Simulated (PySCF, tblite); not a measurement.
**C₄H₉ClOSi: geometry, infrared bands and NMR shifts**

Aim: predict the infrared bands and NMR shifts of C₄H₉ClOSi (`CO/C(=C/Cl)C[SiH3]`).

The runs use tblite 0.8.0 and PySCF 2.14.0, with density-fitted response routines of our own; the level of theory stands in each step. All values are computed, except where a source is named. Atoms count from 0, in the outputs and in this text.

**1. The starting structure**

16 atoms, charge 0, multiplicity 1; geometry from: force field or distance geometry start.

Bonds of the start (Å): C0–O1 1.41, O1–C2 1.40, C2–C3 1.34, C3–Cl4 1.73, C2–C5 1.50, C5–Si6 1.87, C0–H7 1.10, C0–H8 1.10, C0–H9 1.10, C3–H10 1.08, C5–H11 1.10, C5–H12 1.09, Si6–H13 1.49, Si6–H14 1.49, Si6–H15 1.48.

**2. Geometry optimisation with GFN2-xTB**

What the job is given:

```
{"job": {"kind": "relax", "xc": "GFN2-xTB", "basis": "xTB"}, "charge": 0, "multiplicity": 1}
C     -2.245000     0.876900    -0.611200
O     -0.851200     0.721300    -0.757600
C     -0.240200    -0.396500    -0.169900
C     -0.909000    -1.348900     0.486200
Cl    -0.190800    -2.742600     1.217900
C      1.239800    -0.421300    -0.433500
Si     2.270100     0.626700     0.729000
H     -2.529600     1.811800    -1.113200
H     -2.786100     0.052400    -1.089000
H     -2.539500     0.971000     0.447900
H     -1.977600    -1.365200     0.669500
H      1.625700    -1.449300    -0.407200
H      1.419700    -0.074900    -1.447400
H      2.111200     0.167100     2.136200
H      1.888300     2.068300     0.657200
H      3.706600     0.512100     0.391700
```

On the command line:

```console
OMP_NUM_THREADS=1 python probes_run.py task.json out
```

This one command runs all jobs of the session in turn.

**Question.** This job is followed by: GFN2-xTB harmonic vibrations, gas phase; GIAO PBE0/pcSseg-1 NMR shielding, non-relativistic, gas phase. What will the session give for the following? strongest single infrared mode (GFN2-xTB); zero-point energy (GFN2-xTB); ¹³C shifts against TMS (PBE0/pcSseg-1); ¹H shifts against TMS (PBE0/pcSseg-1, means over atoms taken as alike); ¹⁷O shifts against H2O (PBE0/pcSseg-1); ³⁵Cl shifts against HCl (PBE0/pcSseg-1); ²⁹Si shifts against TMS (PBE0/pcSseg-1).

As calculated:

| quantity | value |
| --- | --- |
| strongest single infrared mode (GFN2-xTB) | 782 cm⁻¹, 351 km/mol |
| zero-point energy (GFN2-xTB) | 72.3 kcal/mol |
| ¹³C shifts against TMS (PBE0/pcSseg-1) | 167.5, 97.7, 56.2, 16.9 ppm |
| ¹H shifts against TMS (PBE0/pcSseg-1, means over atoms taken as alike) | 4.91, 3.93, 3.68, 2.08 ppm |
| ¹⁷O shifts against H2O (PBE0/pcSseg-1) | 119.9 ppm |
| ³⁵Cl shifts against HCl (PBE0/pcSseg-1) | 133 ppm |
| ²⁹Si shifts against TMS (PBE0/pcSseg-1) | -73.3 ppm |

What this shows: The optimisation took 59 steps and gained 0.136 eV; among the close pairs (by a distance rule), O1–C2 changed most, from 1.403 to 1.362 Å. All 42 modes are real, so the xTB geometry is a minimum. The strongest single mode, at 782 cm⁻¹, is carried by H13, H14, H15, Si6. GFN2-xTB is a fitted tight-binding method: band positions and strengths are rough. Its intensities can rank the bands wrongly. The most deshielded carbon is C2 (alkene carbon bearing oxygen), at 167.5 ppm: an sp2 carbon further deshielded by the attached heteroatom. At PBE0/pcSseg-1: The largest span, 298 ppm, is at Cl4, where the paramagnetic term is -330 ppm.
